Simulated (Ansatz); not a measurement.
**Li: energies, forces and stress near the listed structure**

A set of self-consistent runs on Li under further strains and shifts, to map its energy surface near the listed cell.

Method: DFT PBEsol, scalar-relativistic, plane waves, PAW, in Ansatz 0.2.0.

1 further run of the same task is left out (set aside as unsound or not needed).

### Step 1. The structure to begin with

It takes space group R-3m (No. 166, trigonal). Conventional cell: a = 3.101 Å, b = 3.101 Å, c = 22.765 Å, α = 90.00°, β = 90.00°, γ = 120.00°. Li (site symmetry -3m) is surrounded by 12 Li at 3.10 Å. Around Li (site symmetry 3m) lie 12 Li at 3.09 to 3.10 Å.

Structure file:

```cif
data_structure
_symmetry_space_group_name_H-M 'P 1'
_symmetry_Int_Tables_number 1
_cell_length_a 7.7966
_cell_length_b 7.7966
_cell_length_c 7.7966
_cell_angle_alpha 22.941
_cell_angle_beta 22.941
_cell_angle_gamma 22.941
_cell_volume 63.19
loop_
_atom_site_label
_atom_site_type_symbol
_atom_site_fract_x
_atom_site_fract_y
_atom_site_fract_z
_atom_site_occupancy
Li1 Li 0.00000 0.00000 0.00000 1
Li2 Li 0.22200 0.22200 0.22200 1
Li3 Li 0.77800 0.77800 0.77800 1
```

The structure comes from the Crystallography Open Database.

### Step 2. A distortion that keeps the symmetry

The change: strain xx, yy, zz, yz, xz, xy = +2.4, +2.4, +8.4, +0.0, +0.0, +0.0 %; atoms moved by 0.10 Å root mean square, at most 0.12 Å.

input.yaml

```yaml
crystal:
  lattice:
    - [1.5884086654, 0.9170681705, 8.229131935]
    - [-1.5884086654, 0.9170681705, 8.229131935]
    - [0.0, -1.8341363412, 8.229131935]
  atoms:
    - { symbol: Li, position: [0.0, 0.0, 0.0] }
    - { symbol: Li, position: [0.2273799704, 0.2273799704, 0.2273799704] }
    - { symbol: Li, position: [0.7726200296, 0.7726200296, 0.7726200296] }
basis:
  ecutwfc: 420
kpoints:
  mp_grid: { grid: [15, 15, 15] }
hamiltonian:
  xc: pbesol
scf:
  occupations: { method: gaussian, width: 0.1 }
output:
  forces: true
  stress: true
  eigenvalues: true
```

Run with:

```
ansatz run input.yaml --threads 1 --pin off --max-ram 1331MiB --backend cpu --events-out ev --progress --plain --runs-dir out
```

### Step 3. A change within a subgroup

input.yaml

```yaml
crystal:
  lattice:
    - [1.6111699902, 1.1593005798, 7.0238443161]
    - [-1.6111699902, 1.1593005798, 7.0238443161]
    - [0.0, -1.4646897607, 6.9231095987]
  atoms:
    - { symbol: Li, position: [0.0027912539, -0.0027912539, 0.0] }
    - { symbol: Li, position: [0.2133059186, 0.2160971725, 0.2205463881] }
    - { symbol: Li, position: [0.7839028275, 0.7866940814, 0.7794536119] }
basis:
  ecutwfc: 420
kpoints:
  mp_grid: { grid: [14, 14, 14] }
hamiltonian:
  xc: pbesol
scf:
  occupations: { method: gaussian, width: 0.1 }
output:
  forces: true
  stress: true
  eigenvalues: true
  write_density: true
  write_potential: true
  elf: true
  volumetric_format: npy
```

What does the calculation give? Wanted: for each run, case; energy; pressure; largest force.

The runs gave:

```
step                                  case  energy (meV/atom)  pressure (GPa)  largest force (eV/Å)  gap on the mesh (eV)
   2  a distortion that keeps the symmetry               +0.0            -1.7                  0.12                  0.00
   3            a change within a subgroup              -8.2*             0.5                  0.31                  0.00
```

Energies are counted from step 2, with the smearing taken to zero; a star marks another k mesh, which can shift energies by itself, so starred rows don't rank against the others. A gap of 0.00 means none on the mesh at this level.

In words: Among the distorted cells of the listed formula and level the largest force, 0.31 eV/Å, comes in step 3, shared by 2 atoms. The distorted cells of the listed formula and level show no gap on the mesh.
